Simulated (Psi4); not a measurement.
# doublet [SnH2Cl2]−: levels of theory compared

We compute a comparison of 4 runs (UHF/STO-3G, UHF/3-21G, UHSE06/def2-SVPD, UOMP2/def2-SVPD) of doublet [SnH2Cl2]−. 

The calculation is run with Psi4 1.11.

## Step 1: The system as given

The species is [SnH2Cl2]− (5 atoms), meant as a doublet with charge -1. SMILES of the parent species: `[Cl][SnH2][Cl]`. The coordinates come from a PBE0-D4/def2-TZVP relaxation. That shape belongs to the parent species and isn't relaxed for this state.

Bond lengths: Cl1–Sn2 2.316 Å, Sn2–Cl3 2.316 Å, Sn2–H4 1.695 Å, Sn2–H5 1.695 Å. Angles: Cl1–Sn2–Cl3 106.5°, Cl1–Sn2–H4 107.8°, Cl1–Sn2–H5 107.8°, Cl3–Sn2–H4 107.8°, Cl3–Sn2–H5 107.8°, H4–Sn2–H5 118.6°.

## Step 2: Energy and gradient at UHF/STO-3G (run 1)

The input, job.inp:

```
memory 2.2 GB

molecule geom {
  -1 2
  Cl    -1.795300    -0.326200     1.206500
  Sn     0.192400    -0.102900     0.038600
  Cl    -0.250400     1.295500    -1.753900
  H      0.602200    -1.626300    -0.582100
  H      1.301000     0.686300     1.049400
  units angstrom
  symmetry c1
}

set basis STO-3G
set reference uhf
set puream true
set e_convergence 1e-09
set d_convergence 1e-08
set scf_type pk
set maxiter 100

result, w = gradient("hf", return_wfn=True)
oeprop(w, "LOWDIN_CHARGES", "DIPOLE", "QUADRUPOLE", title="HF")
print_variables()
```

Launch:

```bash
$ psi4 -n 1 job.inp job.out
```

job.out:

```text
[...]
  Running in c1 symmetry.
[...]
  Nuclear repulsion =  472.024953516361109
[...]
  Multiplicity = 2
[...]
  Nalpha       = 44
  Nbeta        = 43
[...]
    Number of basis functions: 47
[...]
   @UHF iter   1: -6873.35528553032236   -2.84970e+00   8.75444e-03 ADIIS/DIIS
[...]
   @UHF iter  14: -6873.50698757103328    4.54747e-12   4.40181e-09 DIIS
[...]
   @S^2 Observed:                7.696185294E-01
[...]
  @UHF Final Energy: -6873.50698757103328
   => Energetics <=
    Nuclear Repulsion Energy =            472.0249535163611085
    One-Electron Energy =              -10474.4941235346959729
    Two-Electron Energy =                3128.9621824473015295
    Total Energy =                      -6873.5069875710341876
  UHF NO Occupations:
  HONO-2 :   42  A 1.9979369
  HONO-1 :   43  A 1.9926421
[...]
  -Total Gradient:
     Atom            X                  Y                   Z
    ------   -----------------  -----------------  -----------------
       1        0.078259426258    -0.013853355398    -0.013883723626
       2       -0.147871257318     0.071572243812    -0.038061355303
       3        0.047007302721    -0.046777418902     0.046169998102
       4        0.006050840491    -0.022876865407    -0.009388177764
       5        0.016553688363     0.011935395440     0.015163258650
[...]
```

Wall time 5.1 s (1 thread of Intel Xeon Platinum 8259CL at 2.50GHz (Skylake/Cascade Lake), shared host); peak memory 0.2 GiB.

## Step 3: The energy at UHF/3-21G (run 2)

The input, job.py:

```python
import psi4

psi4.set_memory(2200000000)
psi4.set_num_threads(1)
psi4.set_output_file('cl2h2sn.out', False)

molecule = psi4.geometry("""
-1 2
Cl
Sn 1 2.316205
Cl 2 2.316172 1 106.52122
H 2 1.695273 3 107.78239 1 115.44849
H 2 1.695154 4 118.59378 3 -122.69103
units angstrom
symmetry c1
no_reorient
no_com
""")

options = {'basis': '3-21G', 'reference': 'uhf', 'puream': True, 'e_convergence': 1e-09, 'd_convergence': 1e-08, 'scf_type': 'pk', 'maxiter': 100}
psi4.set_options(options)

e_tot, wfn = psi4.energy('hf', return_wfn=True)
print('E =', round(e_tot, 9))
for k, v in sorted(psi4.core.scalar_variables().items()):
    print(f'{k:45s} {v:18.10f}')
```

Launch:

```bash
$ python job.py
```

cl2h2sn.out:

```text
[...]
  Running in c1 symmetry.
[...]
  Nuclear repulsion =  472.024895858234572
[...]
  Multiplicity = 2
[...]
  Nalpha       = 44
  Nbeta        = 43
[...]
    Number of basis functions: 61
[...]
   @UHF iter   1: -6911.78634682880329   -3.05838e+00   9.43057e-03 DIIS/ADIIS
[...]
   @UHF iter  19: -6912.05802826027411    9.09495e-11   2.95201e-09 DIIS
[...]
   @S^2 Observed:                7.563478123E-01
[...]
  @UHF Final Energy: -6912.05802826027411
   => Energetics <=
    Nuclear Repulsion Energy =            472.0248958582345722
    One-Electron Energy =              -10499.7363372440104285
    Two-Electron Energy =                3115.6534131255020839
    Total Energy =                      -6912.0580282602741136
  UHF NO Occupations:
  HONO-2 :   42  A 1.9991856
  HONO-1 :   43  A 1.9988677
[...]
 Multipole Moments:
 ------------------------------------------------------------------------------------
     Multipole            Electronic (a.u.)      Nuclear  (a.u.)        Total (a.u.)
 ------------------------------------------------------------------------------------
 L = 1.  Multiply by 2.5417464519 to convert [e a0] to [Debye]
 Dipole X            :          0.0002454           -0.0001284            0.0001170
 Dipole Y            :          5.5614593           -4.1231325            1.4383268
 Dipole Z            :          4.1496246           -3.0776999            1.0719247
 Magnitude           :                                                    1.7938246
[...]
```

On the terminal:

```text
E = -6912.05802826
CURRENT ENERGY                                  -6912.0580282603
CURRENT REFERENCE ENERGY                        -6912.0580282603
DD SOLVATION ENERGY                                 0.0000000000
HF KINETIC ENERGY                                6925.9260163628
HF POTENTIAL ENERGY                            -13837.9840446231
HF TOTAL ENERGY                                 -6912.0580282603
HF VIRIAL RATIO                                     1.9979976702
NUCLEAR REPULSION ENERGY                          472.0248958582
ONE-ELECTRON ENERGY                            -10499.7363372440
PCM POLARIZATION ENERGY                             0.0000000000
PE ENERGY                                           0.0000000000
SCF ITERATION ENERGY                            -6912.0580282603
SCF ITERATIONS                                     19.0000000000
SCF TOTAL ENERGY                                -6912.0580282603
TWO-ELECTRON ENERGY                              3115.6534131255
```

It took 3.3 s on 1 thread of Intel Xeon Platinum 8259CL at 2.50GHz (Skylake/Cascade Lake), shared host; peak memory 0.21 GiB.

Run 3 isn't shown in full; the table further down has it.

## Step 4: A single-point energy at UOMP2/def2-SVPD (core potential, density fitting for correlation) (run 4)

The input, input.json:

```json
{
 "schema_name": "qcschema_input",
 "schema_version": 1,
 "molecule": {
  "schema_name": "qcschema_molecule",
  "schema_version": 2,
  "symbols": ["Cl", "Sn", "Cl", "H", "H"],
  "geometry": [-3.39262531, -0.61642866, 2.27995457, 0.36358331, -0.19445282, 0.07294343, -0.47318742, 2.44814019, -3.31439065, 1.13799307, -3.0732616, -1.10000958, 2.45853369, 1.29691904, 1.9830786],
  "molecular_charge": -1,
  "molecular_multiplicity": 2,
  "fix_symmetry": "c1"
 },
 "driver": "energy",
 "model": {
  "method": "omp2",
  "basis": "def2-SVPD"
 },
 "keywords": {
  "reference": "uhf",
  "puream": true,
  "e_convergence": 1e-09,
  "d_convergence": 1e-08,
  "scf_type": "pk",
  "num_frozen_docc": 14,
  "maxiter": 100
 }
}
```

Launch:

```bash
$ psi4 --qcschema input.json -n 1 --memory 2200MB
```

stdout:

```text
[...]
  Running in c1 symmetry.
[...]
  Nuclear repulsion =  237.041522330201360
[...]
  Multiplicity = 2
[...]
  Nalpha       = 30
  Nbeta        = 29
[...]
    Number of basis functions: 102
[...]
   @UHF iter   1: -1133.14041238654477   -1.21372e+00   4.28467e-03 DIIS/ADIIS
[...]
   @UHF iter  23: -1133.26784147548233   -1.07093e-10   7.14989e-09 DIIS
[...]
   @S^2 Observed:                7.554890093E-01
[...]
  @UHF Final Energy: -1133.26784147548233
   => Energetics <=
    Nuclear Repulsion Energy =            237.0415223302013601
    One-Electron Energy =               -2130.1556827382623851
    Two-Electron Energy =                 759.8463189325788107
    Total Energy =                      -1133.2678414754823280
  UHF NO Occupations:
  HONO-2 :   28  A 1.9995184
  HONO-1 :   29  A 1.9985131
[...]
 Multipole Moments:
 ------------------------------------------------------------------------------------
     Multipole            Electronic (a.u.)      Nuclear  (a.u.)        Total (a.u.)
 ------------------------------------------------------------------------------------
 L = 1.  Multiply by 2.5417464519 to convert [e a0] to [Debye]
 Dipole X            :         26.6189272          -27.5310149           -0.9120877
 Dipole Y            :        -12.8696613           13.3106074            0.4409461
 Dipole Z            :          6.8410532           -7.0751724           -0.2341192
 Magnitude           :                                                    1.0397832
[...]
	DF-SCS-MP2 Total Energy (a.u.)     : -1133.68105009939359
	DF-SOS-MP2 Total Energy (a.u.)     : -1133.67362840321175
[...]
	DF-SCS-OMP2 Total Energy (a.u.)    : -1133.68691951810683
	DF-SOS-OMP2 Total Energy (a.u.)    : -1133.64657299579267
	DF-SCS(N)-OMP2 Total Energy (a.u.) : -1133.47474709525909
[...]
	DF-OMP2 Total Energy (a.u.)        : -1133.70346997328033
[...]
```

The result, in JSON:

```text
{
 "driver": "energy",
 "model": {
  "method": "omp2",
  "basis": "def2-SVPD"
 },
 "success": true,
 "return_result": -1133.7034699732803,
 "properties": {
  "calcinfo_nbasis": 102,
  "calcinfo_nmo": 102,
  "calcinfo_nalpha": 30,
  "calcinfo_nbeta": 29,
  "calcinfo_natom": 5,
  "nuclear_repulsion_energy": 237.04152233020136,
  "return_energy": -1133.7034699732803,
  "scf_one_electron_energy": -2130.1556827382624,
  "scf_two_electron_energy": 759.8463189325788,
  "scf_dipole_moment": [-0.9120876903629487, 0.44094608031471516, -0.2341191782071208],
  "scf_total_energy": -1133.2678414754823,
  "scf_iterations": 23,
  "mp2_same_spin_correlation_energy": -0.11590822571327128,
  "mp2_opposite_spin_correlation_energy": -0.3121437905611693,
  "mp2_singles_energy": 0.0,
  "mp2_doubles_energy": -0.42805201627444056,
  "mp2_correlation_energy": -0.42805201627447786,
  "mp2_total_energy": -1133.6958934917568
 }
}
```

Run time: 4.7 min. Hardware: 1 thread of Intel Xeon Platinum 8259CL at 2.50GHz (Skylake/Cascade Lake), shared host; peak memory 0.4 GiB.

## Step 5: All runs side by side

```tsv
run	level	task	core potential	energy (Eh)	HOMO energy (eV)	LUMO energy (eV)	⟨S²⟩	wall time
1	UHF/STO-3G	gradient	none	-6873.506988	6.97	13.75	0.770	5.1 s
2	UHF/3-21G	energy	none	-6912.058028	1.17	6.88	0.756	3.3 s
3	UHSE06/def2-SVPD (core potential)	energy	def2	-1135.426293	2.03	3.14	0.752	63 s
4	UOMP2/def2-SVPD (core potential, density fitting for correlation)	energy	def2	-1133.703470	0.91	4.97	0.755	4.7 min
```

## Step 6: Outcome

| quantity | value |
| --- | --- |
| run 4: total energy | -1133.70347 Eh |
| run 4: HOMO energy (Hartree–Fock orbitals) (highest over α and β) | 0.91 eV |
| run 4: LUMO energy (Hartree–Fock orbitals) (lowest over α and β) | 4.97 eV |
| run 4: correlation energy (14 core orbitals frozen) | -435.6 mEh |
| run 4: ⟨S²⟩ of the reference determinant | 0.755 |

Some runs of one species differ in core potentials or relativity; totals across that change don't compare. In runs 1, 2, 3, 4 the HOMO lies above zero, so the outermost electron may be held by the basis alone. In run 1 the basis is minimal, so the values are rough. In runs 1, 2 relativity is left out where basis or elements ask for it. All runs together took 5.9 min, the longest 4.7 min.
